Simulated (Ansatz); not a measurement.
# ClGaH4O2Si: how energies converge with the basis set

The task here is to estimate one member of a computed series from the others.

Computed with Ansatz 0.2.0, Gaussian basis. Level: one geometry, several basis sets.

Levels to be run: PBE0-D4/def2-SVP; ωB97M-V/def2-SVP; PBE0-D4/def2-QZVPP; ωB97M-V/def2-QZVPP; the functionals' def2-TZVPP values are taken from earlier runs.

**Structure used throughout**

An earlier PBE0-D4 in a triple-zeta def2 set relaxation fixed the geometry.

9 atoms, charge 0, spin multiplicity 1.

Atoms are counted from 1 here; the program's logs count them from 0.

Bond lengths: O1–Ga2 1.768 Å, O1–H6 0.961 Å, Ga2–Cl3 2.107 Å, Ga2–O4 1.767 Å, O4–Si5 1.635 Å, Si5–H7 1.494 Å, Si5–H8 1.485 Å, Si5–H9 1.485 Å. Angles: Ga2–O1–H6 113.0°, O1–Ga2–Cl3 119.6°, O1–Ga2–O4 121.7°, Cl3–Ga2–O4 118.6°, Ga2–O4–Si5 136.8°, O4–Si5–H7 110.5°, O4–Si5–H8 109.9°, O4–Si5–H9 109.9°, H7–Si5–H8 108.5°, H7–Si5–H9 108.5°, H8–Si5–H9 109.6°.

Set-up of the first run:

The input, in.yaml:

```yaml
crystal:
  periodic: [false, false, false]
  atoms:
    - {symbol: O, position_ang: [1.974353, 1.368338, -0.048836]}
    - {symbol: Ga, position_ang: [1.532575, -0.285512, 0.394469]}
    - {symbol: Cl, position_ang: [3.012833, -1.603159, 1.109971]}
    - {symbol: O, position_ang: [-0.127574, -0.873164, 0.254871]}
    - {symbol: Si, position_ang: [-1.568846, -0.268695, -0.223919]}
    - {symbol: H, position_ang: [1.227326, 1.885508, -0.362214]}
    - {symbol: H, position_ang: [-1.422319, 1.156489, -0.648284]}
    - {symbol: H, position_ang: [-2.088477, -1.051257, -1.373934]}
    - {symbol: H, position_ang: [-2.539862, -0.328538, 0.897885]}
basis:
  gaussian: {orbitals: def2-SVP}
hamiltonian: {xc: pbe0, dispersion: d4}
output: {orbitals: {seedname: orbitals}}
```

Launch:

```bash
$ ansatz run in.yaml --threads 4 --pin off --events-out ev --progress --plain --max-ram 10444MiB
```

Among the steps run: PBE0-D4 in def2-SVP; ωB97M-V in def2-SVP; PBE0-D4 in def2-QZVPP; ωB97M-V in def2-QZVPP.

One table of the session follows, with a row left open; its other results are not shown here.

It belongs to the step «Functionals by basis». 

```
functional       basis  HOMO (eV)
   PBE0-D4    def2-SVP      -8.87
   PBE0-D4  def2-TZVPP      -8.98
   PBE0-D4  def2-QZVPP          ?
   ωB97M-V    def2-SVP     -11.14
   ωB97M-V  def2-TZVPP     -11.29
   ωB97M-V  def2-QZVPP     -11.32
```

Estimate the missing values for PBE0-D4, def2-QZVPP.

**Answer.** HOMO (eV): -9.00. In the column «HOMO (eV)» it lies between ωB97M-V, def2-SVP (-11.14) and PBE0-D4, def2-TZVPP (-8.98).
